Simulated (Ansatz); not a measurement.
**LiBe in Ansatz: convergence with k mesh**

Input of the first run (k mesh 4 × 2 × 2); the others differ in this setting and in those tied to it:

The input input.yaml:

```yaml
crystal:
  lattice:
    - [2.2959861536, 0.0, 0.0]
    - [0.0, 3.61277298, 0.0]
    - [-0.4017425219, 0.0, 5.5135259934]
  atoms:
    - { symbol: Be, position: [0.268972, 0.757876, 0.424271] }
    - { symbol: Be, position: [0.768137, 0.236069, 0.565935] }
    - { symbol: Li, position: [0.277844, 0.768811, 0.846829] }
    - { symbol: Li, position: [0.739197, 0.258813, 0.161087] }
hamiltonian:
  xc: pbe
  pseudopotentials: { kind: paw }
kpoints:
  mp_grid: { grid: [4, 2, 2] }
scf:
  occupations: { method: gaussian, width: 0.05 }
output:
  forces: true
  stress: true
  eigenvalues: true
```

Potentials or basis: Ansatz PAW.

Launch:

```bash
$ ansatz run input.yaml --threads 2 --pin off --max-ram 5632MiB --backend cpu --events-out ev --progress --plain --runs-dir out
```

The cell isn't the ideal one: atoms moved at random, drawn with an rms of 0.05 Å.

The cell comes from a database or a generator and needn't be the stable form of this composition.

Hardware: 2 threads of Arm Neoverse V1, with other jobs on the host.

**Question.** The values tried are 4 × 2 × 2, 4 × 3 × 2, 5 × 4 × 3, 7 × 4 × 3, 8 × 5 × 4, 10 × 7 × 5, 13 × 8 × 6, 16 × 10 × 7, 19 × 12 × 8, loosest first. From which on does the energy stay within 1 meV/atom of the tightest run that finished?

**Answer.** From 16 × 10 × 7 on.

| k mesh | energy less the tightest run, at zero smearing (meV/atom) | pressure (GPa) | largest force (eV/Å) | SCF cycles | CPU time (s) | peak memory (GiB) |
| --- | --- | --- | --- | --- | --- | --- |
| 4 × 2 × 2 | -9.48 | -0.25 | 0.891 | 7 | 0.8 | 0.26 |
| 4 × 3 × 2 | -50.85 | 0.13 | 0.605 | 6 | 0.87 | 0.26 |
| 5 × 4 × 3 | 11.83 | 0.44 | 0.597 | 7 | 1.6 | 0.28 |
| 7 × 4 × 3 | 12.36 | 0.70 | 0.522 | 7 | 2.1 | 0.3 |
| 8 × 5 × 4 | 4.20 | 0.54 | 0.542 | 7 | 4 | 0.32 |
| 10 × 7 × 5 | -0.72 | 0.46 | 0.580 | 7 | 8.2 | 0.37 |
| 13 × 8 × 6 | 3.95 | 0.51 | 0.571 | 6 | 13 | 0.44 |
| 16 × 10 × 7 | -0.08 | 0.48 | 0.572 | 7 | 22 | 0.58 |
| 19 × 12 × 8 | 0.00 | 0.49 | 0.586 | 6 | 33 | 0.77 |

Against the tightest run, the pressure stays within 0.1 GPa from 8 × 5 × 4 on. Not settled before the last step: the largest force (to 0.005 eV/Å). Meshes of other sizes hit other points, so gaps and Fermi surfaces needn't settle smoothly. The tightest run that finished is the yardstick and may itself not be fully converged.
